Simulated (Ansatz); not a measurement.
# C2H10BNSi: small, medium and large basis sets

Aim: see how fast density functionals converge with the basis set for C2H10BNSi.

Program: Ansatz 0.2.0, Gaussian basis. Level of theory: one geometry, several basis sets. These are calculated values, not measurements.

Plan: PBE0-D4/def2-SVP; ωB97M-V/def2-SVP; PBE0-D4/def2-QZVPP; ωB97M-V/def2-QZVPP; the functionals' def2-TZVPP values are taken from earlier runs.

**1. The relaxed structure**

The geometry comes from an earlier relaxation with PBE0-D4 in a triple-zeta def2 set; it is a stationary point, not always the lowest conformer.

SMILES `CBN[SiH2]C`, 15 atoms, charge 0, spin multiplicity 1.

Atoms are counted from 1 here; the program's logs count them from 0.

Bond lengths: C1–B2 1.569 Å, C1–H6 1.095 Å, C1–H7 1.093 Å, C1–H8 1.097 Å, B2–N3 1.406 Å, B2–H9 1.204 Å, N3–Si4 1.748 Å, N3–H10 1.009 Å, Si4–C5 1.864 Å, Si4–H11 1.487 Å, Si4–H12 1.489 Å, C5–H13 1.092 Å, C5–H14 1.093 Å, C5–H15 1.092 Å. Angles: B2–C1–H6 110.2°, B2–C1–H7 115.7°, B2–C1–H8 109.5°, H6–C1–H7 107.8°, H6–C1–H8 105.4°, H7–C1–H8 107.8°, C1–B2–N3 122.9°, C1–B2–H9 119.6°, N3–B2–H9 117.5°, B2–N3–Si4 128.1°, B2–N3–H10 116.2°, Si4–N3–H10 115.6°, N3–Si4–C5 112.4°, N3–Si4–H11 109.9°, N3–Si4–H12 106.0°, C5–Si4–H11 109.6°, C5–Si4–H12 110.1°, H11–Si4–H12 108.6° and more.

**2. PBE0-D4 in def2-SVP**

in.yaml reads:

```yaml
crystal:
  periodic: [false, false, false]
  atoms:
    - {symbol: C, position_ang: [-1.890350, 0.231983, -0.673134]}
    - {symbol: B, position_ang: [-0.896228, -0.870649, -1.180602]}
    - {symbol: N, position_ang: [0.289334, -1.200589, -0.500813]}
    - {symbol: Si, position_ang: [0.915432, -0.507139, 0.976667]}
    - {symbol: C, position_ang: [1.513346, 1.242452, 0.741152]}
    - {symbol: H, position_ang: [-2.907297, -0.170783, -0.621819]}
    - {symbol: H, position_ang: [-1.654822, 0.670139, 0.300477]}
    - {symbol: H, position_ang: [-1.937327, 1.047027, -1.405141]}
    - {symbol: H, position_ang: [-1.138172, -1.465975, -2.198411]}
    - {symbol: H, position_ang: [0.856598, -1.923544, -0.918590]}
    - {symbol: H, position_ang: [-0.128933, -0.539945, 2.034601]}
    - {symbol: H, position_ang: [2.044261, -1.382387, 1.395633]}
    - {symbol: H, position_ang: [0.699296, 1.890192, 0.407690]}
    - {symbol: H, position_ang: [1.905136, 1.645007, 1.679057]}
    - {symbol: H, position_ang: [2.308025, 1.283412, -0.007367]}
basis:
  gaussian: {orbitals: def2-SVP}
hamiltonian: {xc: pbe0, dispersion: d4}
output: {orbitals: {seedname: orbitals}}
```

Further steps of the session: ωB97M-V in def2-SVP; PBE0-D4 in def2-QZVPP; ωB97M-V in def2-QZVPP.

Q: Predict the results of all the runs planned. Wanted: PBE0-D4: double and triple zeta above quadruple; ωB97M-V: double and triple zeta above quadruple.

As calculated:

```
                                       quantity          value
PBE0-D4: double and triple zeta above quadruple  8.26, 0.54 eV
ωB97M-V: double and triple zeta above quadruple  8.55, 0.51 eV
```

What this shows: PBE0-D4 gains 7.72 eV from double to triple zeta, then 0.54 eV more. Total energies overstate the basis error of differences, where much of it tends to cancel. The LUMO of ωB97M-V is positive and keeps falling with the basis (2.49 to 1.46 eV): an unbound level that the basis holds in place.
